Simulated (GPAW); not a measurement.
Runs of GPAW 26.7.0 on MoN2. The structure is tetragonal, space group P4/mbm (No. 127). The conventional cell has a = 4.348 Å, b = 4.348 Å, c = 2.767 Å, α = 90.00°, β = 90.00°, γ = 90.00°. Mo (site symmetry 4/m) is surrounded by 8 N at 2.24 Å. N (site symmetry m2m) has 1 N at 1.37 Å as nearest neighbours. Measurements of this composition are mostly on another form, of space group No. 160.

```tsv
task	level	potentials or basis	U	k mesh	cutoff (eV)	maxiter	band path	band points	convergence	mesh quality	gap on the mesh (eV)	pressure (GPa)	largest force (eV/Å)
single point	PBEsol	PAW data sets generated in the run's folder for this functional, pw	-	6 × 6 × 10	800	150	-	-	-	not flagged	none	-15.6	0.03
band structure	PBEsol	PAW data sets generated in the run's folder for this functional, pw	-	4 × 4 × 6	800	150	GXMGZRAZ,XR,MA	100	-	coarse	-	-15.7	0.11
band structure	PBEsol+U	PAW data sets generated in the run's folder for this functional, pw	Mo d U = 1 eV	5 × 5 × 7	800	150	GXMGZRAZ,XR,MA	80	-	not flagged	-	-15.0	0.07
band structure	PBEsol+U	PAW data sets generated in the run's folder for this functional, pw	Mo d U = 3 eV	5 × 5 × 7	800	150	GXMGZRAZ,XR,MA	80	-	not flagged	-	-11.5	(b)
band structure	PBEsol+U	PAW data sets generated in the run's folder for this functional, pw	Mo d U = 2 eV	5 × 5 × 7	800	150	GXMGZRAZ,XR,MA	80	-	not flagged	-	-13.9	0.15
band structure	LDA	the program's PAW data sets (release 1.2.1) made for this functional, pw	-	4 × 4 × 6	800	150	GXMGZRAZ,XR,MA	100	-	coarse	-	-23.6	0.05
band structure	PBEsol	PAW data sets generated in the run's folder for this functional, pw	-	5 × 5 × 7	800	150	GXMGZRAZ,XR,MA	80	-	not flagged	-	-15.6	(a)
single point	LDA	the program's PAW data sets (release 1.2.1) made for this functional, pw	-	5 × 5 × 8	600	120	-	-	default	not flagged	none	-34.0	0.02
single point	PBE	GPAW PAW data sets (gpaw-data 1.2.1), pw	-	5 × 5 × 8	600	120	-	-	default	not flagged	none	-15.2	0.12
band structure	r2SCAN	GPAW PAW data sets (gpaw-data 1.2.1), pw	-	4 × 4 × 6	800	150	GXMGZRAZ,XR,MA	100	-	coarse	-	-8.5	0.03
band structure	PBEsol+U	PAW data sets generated in the run's folder for this functional, pw	Mo d U = 8 eV	5 × 5 × 7	800	150	GXMGZRAZ,XR,MA	80	-	not flagged	-	9.9	0.90
```

Alike in all rows: no spin polarisation; cell as given; smearing fermi-dirac 0.05 eV.

**Question.** Fill in the values left out.

**Answer.** (a) 0.04; (b) 0.20.

Caveats: some runs use coarse meshes; U without spin polarisation on a metal has little footing (some runs); so large a pressure means that the cell lies far from this level's equilibrium, or that cutoff or potentials fall short (some runs); the cutoff is short for stress and forces, so pressures can be off by a GPa or more (some runs); a pressure of tens of GPa on the cell as given is suspect, and the run, the potentials or the cell itself is likely at fault (some runs); the PAW data sets were made with another functional, which shifts forces and pressure a little (some runs).

A k mesh can miss the band edges, and the runs leave out spin-orbit coupling on Mo.

A gap of «none» marks a metal or a gap under the smearing width.
